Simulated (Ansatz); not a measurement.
# NaCaNbSnO6: the cost of one run

Computed with Ansatz 0.2.0 (DFT PBE, scalar-relativistic, plane waves, PAW, unless a step's input says otherwise).

## (1) The structure to begin with

It takes space group F-43m (No. 216, cubic). The conventional cell has a = 8.076 Å, b = 8.076 Å, c = 8.076 Å, α = 90.00°, β = 90.00°, γ = 90.00°. Na (site symmetry -43m) has 12 O at 2.86 Å as nearest neighbours. Around Ca (site symmetry -43m) lie 12 O at 2.86 Å. Nb (site symmetry -43m) has 6 O at 1.99 Å as nearest neighbours. Around Sn (site symmetry -43m) lie 6 O at 2.05 Å. O (site symmetry 2mm) has 1 Nb at 1.99 Å and 1 Sn at 2.05 Å and 2 Na at 2.86 Å and 2 Ca at 2.86 Å as nearest neighbours.

As a file:

```cif
data_structure
_symmetry_space_group_name_H-M 'P 1'
_symmetry_Int_Tables_number 1
_cell_length_a 5.7107
_cell_length_b 5.7107
_cell_length_c 5.7107
_cell_angle_alpha 60.000
_cell_angle_beta 60.000
_cell_angle_gamma 60.000
_cell_volume 131.69
loop_
_atom_site_label
_atom_site_type_symbol
_atom_site_fract_x
_atom_site_fract_y
_atom_site_fract_z
_atom_site_occupancy
Na1 Na 0.25000 0.25000 0.25000 1
Ca1 Ca 0.75000 0.75000 0.75000 1
Nb1 Nb 0.00000 0.00000 0.00000 1
Sn1 Sn 0.50000 0.50000 0.50000 1
O1 O 0.75339 0.24661 0.24661 1
O2 O 0.24661 0.75339 0.75339 1
O3 O 0.75339 0.75339 0.24661 1
O4 O 0.24661 0.24661 0.75339 1
O5 O 0.24661 0.75339 0.24661 1
O6 O 0.75339 0.24661 0.75339 1
```

The structure comes from the Materials Project (structure only).

## (2) Ground state at the listed geometry

File input.yaml:

```yaml
crystal:
  lattice:
    - [0.0, 4.03806153, 4.03806153]
    - [4.03806153, 0.0, 4.03806153]
    - [4.03806153, 4.03806153, 0.0]
  atoms:
    - { symbol: Na, position: [0.25, 0.25, 0.25] }
    - { symbol: Ca, position: [0.75, 0.75, 0.75] }
    - { symbol: Nb, position: [0.0, 0.0, 0.0] }
    - { symbol: Sn, position: [0.5, 0.5, 0.5] }
    - { symbol: O, position: [0.75338537, 0.24661463, 0.24661463] }
    - { symbol: O, position: [0.24661463, 0.75338537, 0.75338537] }
    - { symbol: O, position: [0.75338537, 0.75338537, 0.24661463] }
    - { symbol: O, position: [0.24661463, 0.24661463, 0.75338537] }
    - { symbol: O, position: [0.24661463, 0.75338537, 0.24661463] }
    - { symbol: O, position: [0.75338537, 0.24661463, 0.75338537] }
basis:
  ecutwfc: 420
  fft_grid_basis: typed
kpoints:
  mp_grid: { grid: [6, 6, 6] }
hamiltonian:
  xc: pbe
  pseudopotentials: { kind: paw }
scf:
  occupations: { method: gaussian, width: 0.05 }
output:
  forces: true
  stress: true
  eigenvalues: true
  bader: true
  write_density: true
  volumetric_format: npy
  elf: true
```

On the command line:

```bash
$ ansatz run input.yaml --threads 2 --pin off --max-ram 4096MiB --backend cpu --events-out ev --progress --plain --runs-dir out
```

Q: Estimate wall time and peak memory on 2 threads of Arm Neoverse N1, shared host.

About 67 s, with a peak of 0.45 GiB.
